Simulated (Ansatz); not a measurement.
**YHg: a single-point run**

Aim: a sound single-point run of YHg. The structure is shown as the input types it.

Computed with Ansatz 0.2.0 (Kohn-Sham DFT, with the functional, basis and potentials that each input names, unless a step's input says otherwise).

1 further run of the same task is left out (it didn't finish).

### Step 1. Starting point

The structure is cubic, space group Pm-3m (No. 221). Conventional cell: a = 3.666 Å, b = 3.666 Å, c = 3.666 Å, α = 90.00°, β = 90.00°, γ = 90.00°. Around Y (site symmetry m-3m) lie 8 Hg at 3.17 Å. Around Hg (site symmetry m-3m) lie 8 Y at 3.17 Å.

As a file:

```
CELL_PARAMETERS angstrom
3.66597 0.00000 0.00000
0.00000 3.66597 0.00000
0.00000 0.00000 3.66597
ATOMIC_POSITIONS crystal
Y 0.50000 0.50000 0.50000
Hg 0.00000 0.00000 0.00000
```

### Step 2. Input and run

Input file input.yaml:

```yaml
crystal:
  lattice:
    - [3.66596749795, 0.0, 0.0]
    - [0.0, 3.66596749795, 0.0]
    - [0.0, 0.0, 3.66596749795]
  atoms:
    - { symbol: "Y", position: [0.5, 0.5, 0.5] }
    - { symbol: Hg, position: [0.0, 0.0, 0.0] }
kpoints:
  mp_grid: { grid: [10, 10, 10] }
scf:
  occupations: { method: fermi_dirac, width: 0.08 }
  max_iter: 60
hamiltonian:
  xc: pbesol
  pseudopotentials: { kind: paw }
  hubbard: { sites: [{ species: "Y", l: d, u_eff: -5.0 }] }
output:
  forces: true
  stress: true
  eigenvalues: true
  eigenstates:
    nscf_kmesh: { grid: [16, 16, 16] }
    de_dk: true
    e_range: [-14, 14]
  optics:
    e_range: [0, 20]
    de: 0.2
    sigma: 0.25
    bands: { spectra_wanted_up_to: 20 }
    nscf_kmesh: { grid: [16, 16, 16] }
    drude_damping: 0.1
checkpoint:
  write: ck
  write_wavefunctions: false
```

Started as:

```sh
$ ansatz run input.yaml --threads 1 --pin off --max-ram 3072MiB --backend cpu --events-out ev --progress --plain --runs-dir out
```

What it wrote:

```text
Y: projections on atomic orbitals take those of the free atom [Ar 3d10] 4s2 4p6 4d1 5s2, of charge +0.00 (hamiltonian.pseudopotentials.projection_atoms); the dataset's partial waves leave at most 3.7e-6 of an orbital's norm unspanned inside its sphere
Hg: projections on atomic orbitals take those of the free atom [Kr 4d10 4f14] 5s2 5p6 5d10 6s2, of charge +0.00 (hamiltonian.pseudopotentials.projection_atoms); the dataset's partial waves leave at most 1.0e-4 of an orbital's norm unspanned inside its sphere
Engine: ansatz 0.2.0
Pseudopotentials: kind: paw
Pseudopotential: Y, paw, valence charge 11, recommended cutoff 420 eV (normal), Y.paw.azcp
Pseudopotential: Hg, paw, valence charge 20, recommended cutoff 420 eV (normal), Hg.paw.azcp
Functional definition: PBEsol
  exchange = pbesol_x
  correlation = pbesol_c
Crystal: 2 atoms, lattice volume = 49.268 Å³
Basis set: ecut = 420 eV, 949 PW (Γ), exchange–correlation on 50×50×50 points (8 copies of the dense FFT grid, shifted against one another)
Bands: 20, of which v1, the nominal top of the filled ones, is band 16 counted from 1 (15 counted from 0)
Symmetry: 48 space group operations
Space group: Pm-3m (ITA 221), of the structure as read, at distance tolerance 3.7e-5 Å
k-points: 56 of 1000
Non-local potential: Y, projectors of the file, l = 0: 3, l = 1: 2, l = 2: 2, l = 3: 1
Non-local potential: Hg, projectors of the file, l = 0: 3, l = 1: 2, l = 2: 2, l = 3: 1
PAW form: soft (Blöchl's): semilocal exchange-correlation on the pseudo side does not see the compensation charge
PAW frozen core: Y, regenerated for the run's functional, and the local potential with it (the file was generated under x = pbe(κ = 0.804, μ = 0.2195149727645171), c = pbe(β = 0.06672455060314922))
PAW frozen core: Hg, regenerated for the run's functional, and the local potential with it (the file was generated under x = pbe(κ = 0.804, μ = 0.2195149727645171), c = pbe(β = 0.06672455060314922))
PAW one-centre angular grid: Y, 590 points (default); XC on 64 Gauss nodes
PAW one-centre angular grid: Hg, 590 points (default); XC on 64 Gauss nodes
Initial density: superposition of atomic densities (chi_scale 0.1, normalization cell, long waves kept (reshape's long-wave potential 0.00 eV rms))
Initial wavefunctions: pseudopotential atomic-orbital guess
Functional: x = pbesol(κ = 0.804, μ = 0.12345679012345678), c = pbesol(β = 0.046)
SCF iter   1: F=—  HF=-17473.900963 eV  |F-HF|=—  |Δ(HF+E_count)|=         —  Δρ=1.35e-1  dr2=1.83e1  ethr=3.10e-3  ⟨swp⟩=4.8  Hψ=4401  notcnv=0
preconditioner: auto → Kerker (q_TF=auto, 2.526 Å⁻¹)  [metal: Δε(μ)=0.039 eV  Ē_g=10.822 eV  σ=0.080 eV  W_gap=0.12  n_scr=18 (ndim 8)  ℏωp=24.2 eV  f_vac=0.000  D(μ)=2.92/eV (n_scr^D=26)]
SCF iter   2: F=—  HF=-17469.373291 eV  |F-HF|=—  |Δ(HF+E_count)|=    4.53e0  Δρ=2.71e-2  dr2=6.54e-1  ethr=3.10e-3  ⟨swp⟩=3.0  Hψ=2790  notcnv=0
SCF iter   3: F=—  HF=-17469.190900 eV  |F-HF|=—  |Δ(HF+E_count)|=   1.82e-1  Δρ=1.36e-2  dr2=1.14e-1  ethr=2.11e-3  ⟨swp⟩=2.0  Hψ=1702  notcnv=0
SCF iter   4: F=—  HF=-17469.172041 eV  |F-HF|=—  |Δ(HF+E_count)|=   1.89e-2  Δρ=3.21e-3  dr2=3.25e-3  ethr=3.69e-4  ⟨swp⟩=2.6  Hψ=2176  notcnv=0
SCF iter   5: F=—  HF=-17469.170830 eV  |F-HF|=—  |Δ(HF+E_count)|=   1.21e-3  Δρ=6.60e-4  dr2=1.92e-4  ethr=1.05e-5  ⟨swp⟩=2.4  Hψ=2109  notcnv=0
SCF iter   6: F=—  HF=-17469.170795 eV  |F-HF|=—  |Δ(HF+E_count)|=   3.54e-5  Δρ=2.68e-4  dr2=2.72e-5  ethr=6.18e-7  ⟨swp⟩=1.9  Hψ=1717  notcnv=0
SCF iter   7: F=—  HF=-17469.170784 eV  |F-HF|=—  |Δ(HF+E_count)|=   1.05e-5  Δρ=1.03e-4  dr2=9.57e-6  ethr=8.77e-8  ⟨swp⟩=2.1  Hψ=1822  notcnv=0
SCF iter   8: F=—  HF=-17469.170766 eV  |F-HF|=—  |Δ(HF+E_count)|=   1.80e-5  Δρ=1.50e-5  dr2=9.25e-8  ethr=3.09e-8  ⟨swp⟩=2.0  Hψ=1548  notcnv=0
SCF iter   9: F=—  HF=-17469.170777 eV  |F-HF|=—  |Δ(HF+E_count)|=   1.10e-5  Δρ=4.35e-6  dr2=1.12e-8  ethr=2.98e-10  ⟨swp⟩=1.1  Hψ=1127  notcnv=0
SCF iter  10: F=—  HF=-17469.170777 eV  |F-HF|=—  |Δ(HF+E_count)|=   1.34e-9  Δρ=6.37e-7  dr2=2.29e-10  ethr=3.61e-11  ⟨swp⟩=2.0  Hψ=1513  notcnv=0
SCF iter  11: F=-17469.170777 eV  HF=-17469.170777 eV  |F-HF|=1.09e-11  |Δ(HF+E_count)|=  4.73e-11  Δρ=1.14e-7  dr2=3.76e-12  ethr=1.00e-12  ⟨swp⟩=4.1  Hψ=5159  notcnv=0
SCF 1 converged in 11 iterations: F = -17469.170777 eV  dr2 = 3.76e-12
NSCF: frozen V_eff on 165 k-points
Optics k sum: 0 of 165 k-points
[...]
NSCF: frozen V_eff on 165 k-points
output.optics: what the bands over the 48 summed would add to eps1, eps2 and the energy-loss function is held between a lower and an upper bound (5 Lanczos steps). eps1, eps2 and their loss function (loss_summed_bands) are given on every row as the summed bands alone make them. Along an axis, on a row where the two bounds hold the loss function to about 1 % of the greater of itself and 0.5 % of |1/eps|, its cell (loss_completed) is given, with the completed eps1 and eps2 that it is formed of (a cell that is left empty reads nan in the table and null in the record). The two bounds hold it so along every axis on all 100 rows up to 20.000 eV. The run works to bound the rows up to 20.000 eV and no higher ones: a peak of the loss function over that energy may be left empty with no warning. To have the run work for it, set output.optics.bands.spectra_wanted_up_to to a higher energy. perfect_screening_sum, loss_f_sum_n_eff and, beside carriers, perfect_screening_limit are those of loss_summed_bands: over the bounded function the two sums would run over rows that are not all bounded, and lack what the bands left out lay past the top of the energy grid. Bounded is said of the bands left out alone, which are those that the basis at basis.ecutwfc holds: it says nothing of that cutoff, of the k-point mesh, of what the sum inside its cells errs by (eps2_relative_error), of the factors of all_electron_strengths, nor of how far the SCF is converged. The bands left out are taken at the k-points, and what their mean over the points' cells stands off that by is in neither bound: the run's estimate of it, which the test of a row counts in, is 0.02 % of |eps| at the most among the values given; where the mean stood off by over 0.5 % the points' spread read 0.1 to 3 times that
SCF converged after 11 iterations
Free energy (F): -17469.170777 eV
Harris-Foulkes:  -17469.170777 eV  (|F-HF|=1.09e-11)
Internal energy: -17469.109663 eV  (E = F + TS)
E sigma→0 (E₀):  -17469.140220 eV
Entropy (-TS):   -0.061114 eV (-30.557 meV/atom)
Fermi energy:    13.154068 eV
--- Per-component energies (eV) ---
  E_band       = -498.496935
  E_kinetic    = 910.546372
  E_local      = -3305.481235  (includes V_loc(G=0)·N_el)
  E_nonlocal   = 125.095602
  E_hartree    = 1366.260663
  E_xc         = -392.364152
  E_vxc        = -462.184770  (∫ρ·V_xc dr)
  E_hubbard    = -5.016868  (on-site DFT+U / exact-exchange correction)
  E_vhub       = -3.078159  (the Hubbard potential's part of the band-sum identity)
  E_paw        = -12572.448386  (= ΣΔE_a)
  E_vpaw       = -495.916939  (= ΣTr[D̂ρ^β])
  E_aug_tail   = 0.000884  (compensation charges beyond the density's cutoff)
  E_ewald      = -3596.179968
  E_core_change = 0.477424  (= ΣΔE_core)
  E_smearing   = -0.061114  (= −TS)
  E_closure    = 0.000000  (closes the sum)
  Σ components = -17469.170777   (vs F -17469.170777, Δ=0.00e0)
--- Forces (eV/Å), atoms counted from 1 ---
  atom   1  Y      0.00000000     0.00000000    -0.00000000
  atom   2  Hg    -0.00000000    -0.00000000    -0.00000000
  max |Σ_I F_I| component: 3.62e-30 eV/Å
--- Stress (GPa, compression-positive) ---
       -4.862197      -0.000000       0.000000
        0.000000      -4.862197       0.000000
        0.000000       0.000000      -4.862197
  P = ⅓ Tr σ = -4.8622 GPa (-48.622 kbar)
--- Band table (eV; the first three rows and the last of 56) ---
  k-point 0: bands = ["-101.9139", "-50.2643", "-50.2643", "-50.2643", "-28.4851", "-8.4387", "-8.4387", "-8.4387", "5.7822", "5.7822", "5.8091", "6.4253", "6.4253", "6.4253", "13.3287", "13.3287", "17.1549", "17.1549", "17.1549", "18.3780"]
  k-point 1: bands = ["-101.9139", "-50.2648", "-50.2645", "-50.2645", "-28.4837", "-8.4699", "-8.4370", "-8.4370", "5.8022", "5.8308", "5.9605", "6.4165", "6.4165", "6.4326", "13.2790", "13.3010", "16.4196", "16.4196", "17.1270", "17.7593"]
  k-point 2: bands = ["-101.9139", "-50.2661", "-50.2650", "-50.2650", "-28.4826", "-8.5486", "-8.4324", "-8.4324", "5.8557", "5.9535", "6.3934", "6.3934", "6.4067", "6.4519", "12.9052", "13.2267", "15.4852", "15.4852", "17.0543", "17.0716"]
  k-point 55: bands = ["-101.9138", "-50.2735", "-50.2735", "-50.2735", "-28.4322", "-8.6534", "-8.6534", "-8.6534", "6.1351", "6.1351", "6.1351", "6.8568", "6.8568", "10.9759", "10.9759", "10.9759", "11.8415", "18.1794", "18.1794", "19.5082"]
Occupation matrices written to <dir>
--- Fermi surface from the table of eigenstates, both spin states counted (twice the sheets' area in a run without spin) ---
  How far the three rows differ hints at the mesh's error and does not bound it.
  reading                E - E_F (eV)   area (Å⁻²)  resistivity times mean free path along x, y, z (Ω·m²), under one mean free path over the surface
  by tetrahedra                0.0298       34.725  8.8038e-16  8.8038e-16  8.8038e-16
  by the states' slopes        0.0307       35.054  8.7213e-16  8.7213e-16  8.7213e-16
  on every second point        0.0257       34.158  8.9499e-16  8.9499e-16  8.9499e-16
```

It took 56 s on 1 thread of Intel Xeon 6975P-C (Granite Rapids), shared host; peak memory 1.2 GiB.

### Step 3. Can this be trusted?

The program finished normally, with warnings (optics on partly filled bands). Convergence says nothing about whether the input makes sense.

In the input, hamiltonian.hubbard.sites is [{species: Y, l: d, u_eff: -5.0}]. A U of this value distorts the shell's occupations and the levels near the Fermi energy.

The test: delete hamiltonian.hubbard.sites.

### Step 4. A check with that setting changed

Other changes include scf.max_iter.

Changes to input.yaml since step 2:

```diff
@@ -12,3 +12,2 @@
   occupations: { method: fermi_dirac, width: 0.08 }
-  max_iter: 60
 hamiltonian:
@@ -16,3 +15,2 @@
   pseudopotentials: { kind: paw }
-  hubbard: { sites: [{ species: "Y", l: d, u_eff: -5.0 }] }
 output:
```

Started as:

```sh
$ ansatz run input.yaml --threads 1 --pin off --max-ram 3072MiB --backend cpu --events-out ev --progress --plain --runs-dir out
```

Excerpt of the output:

```text
[...]
Basis set: ecut = 420 eV, 949 PW (Γ), exchange–correlation on 50×50×50 points (8 copies of the dense FFT grid, shifted against one another)
[...]
k-points: 56 of 1000
[...]
SCF iter   1: F=—  HF=-17464.327705 eV  |F-HF|=—  |Δ(HF+E_count)|=         —  Δρ=3.61e-3  dr2=6.39e-3  ethr=1.77e-3  ⟨swp⟩=5.4  Hψ=4518  notcnv=0
preconditioner: auto → Kerker (q_TF=auto, 2.526 Å⁻¹)  [metal: Δε(μ)=0.021 eV  Ē_g=13.209 eV  σ=0.080 eV  W_gap=0.06  n_scr=18 (ndim 8)  ℏωp=24.2 eV  f_vac=0.000  D(μ)=2.12/eV (n_scr^D=18)]
SCF iter   2: F=—  HF=-17464.327246 eV  |F-HF|=—  |Δ(HF+E_count)|=   4.58e-4  Δρ=1.70e-3  dr2=1.33e-3  ethr=2.06e-5  ⟨swp⟩=2.1  Hψ=1906  notcnv=0
[...]
SCF iter   8: F=—  HF=-17464.326870 eV  |F-HF|=—  |Δ(HF+E_count)|=  2.55e-11  Δρ=1.54e-7  dr2=1.35e-11  ethr=1.00e-12  ⟨swp⟩=1.9  Hψ=1240  notcnv=0
SCF iter   9: F=-17464.326870 eV  HF=-17464.326870 eV  |F-HF|=0.00e0  |Δ(HF+E_count)|=    0.00e0  Δρ=1.89e-8  dr2=9.61e-14  ethr=1.00e-12  ⟨swp⟩=5.0  Hψ=3999  notcnv=0
[...]
SCF converged after 9 iterations
Free energy (F): -17464.326870 eV
[...]
E sigma→0 (E₀):  -17464.304291 eV
[...]
Fermi energy:    13.952919 eV
[...]
  P = ⅓ Tr σ = -0.0103 GPa (-0.103 kbar)
[...]
```

Wall time 41 s (1 thread of Intel Xeon 6975P-C (Granite Rapids), shared host); peak memory 1.1 GiB.

| run | ending | energy change | pressure (GPa) | gap (eV) | force (eV/Å) | cycles | time |
| --- | --- | --- | --- | --- | --- | --- | --- |
| first try | converged | -2.42 eV/atom (U changed: no physical gain or loss) | -4.9 | 0.00 | 0.00 | 11 | 56 s |
| second try | converged | 0 | 0.0 | 0.00 | 0.00 | - | 41 s |

### Step 5. Summary of results

```
                           quantity                      value
                          first try   converged, 11 SCF cycles
                 fault in the input               unphysical U
                         second try    converged, 9 SCF cycles
energy (zero set by the potentials)             -17464.3269 eV
                           pressure                  -0.01 GPa
                    gap on the mesh  none (metal on this mesh)
                      largest force                 0.000 eV/Å
```

What this shows: Both runs converge, but their results differ; on mending, the pressure goes from -4.9 to 0.0 GPa. Only the second answers the question as it was meant.
